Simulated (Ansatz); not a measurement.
# CdS: the cost of one run

Program: Ansatz 0.2.0. Level of theory: DFT PBE, scalar-relativistic, plane waves, PAW, and further levels as typed in the inputs. These are calculated values, not measurements.

## Step 1: The starting structure

The structure is hexagonal, space group P6_3mc (No. 186). Conventional cell: a = 4.136 Å, b = 4.136 Å, c = 6.713 Å, α = 90.00°, β = 90.00°, γ = 120.00°. Around Cd (site symmetry 3m) lie 4 S at 2.53 Å. S (site symmetry 3m) is surrounded by 4 Cd at 2.53 Å.

As a file:

```xyz
4
Lattice="4.1360 0.0000 0.0000 -2.0680 3.5819 0.0000 0.0000 0.0000 6.7130" Properties=species:S:1:pos:R:3 pbc="T T T"
Cd    0.0000    2.3879    0.0000
Cd    2.0680    1.1940    3.3565
S     0.0000    2.3879    2.5308
S     2.0680    1.1940    5.8873
```

## Step 2: Relaxing the atoms: CdS, no spin

File input.yaml:

```yaml
crystal:
  lattice:
    - [4.136, 0.0, 0.0]
    - [-2.068, 3.58188107, 0.0]
    - [0.0, 0.0, 6.713]
  atoms:
    - { symbol: Cd, position: [0.3333333333, 0.6666666667, 0.0] }
    - { symbol: Cd, position: [0.6666666667, 0.3333333333, 0.5] }
    - { symbol: S, position: [0.3333333333, 0.6666666667, 0.377] }
    - { symbol: S, position: [0.6666666667, 0.3333333333, 0.877] }
scf:
  occupations: { method: gaussian, width: 0.05 }
output:
  forces: true
  stress: true
hamiltonian:
  xc: pbe
kpoints:
  mp_grid: { grid: [8, 8, 5] }
relax:
  f_tol: 0.003
```

On the command line:

```
$ ansatz run input.yaml --threads 4 --pin off --max-ram 10240MiB --backend cpu --events-out ev --progress --plain --runs-dir out
```

Q: Estimate wall time and peak memory on 4 threads of Arm Neoverse V2, shared host.

About 2.8 s, with a peak of 0.39 GiB.
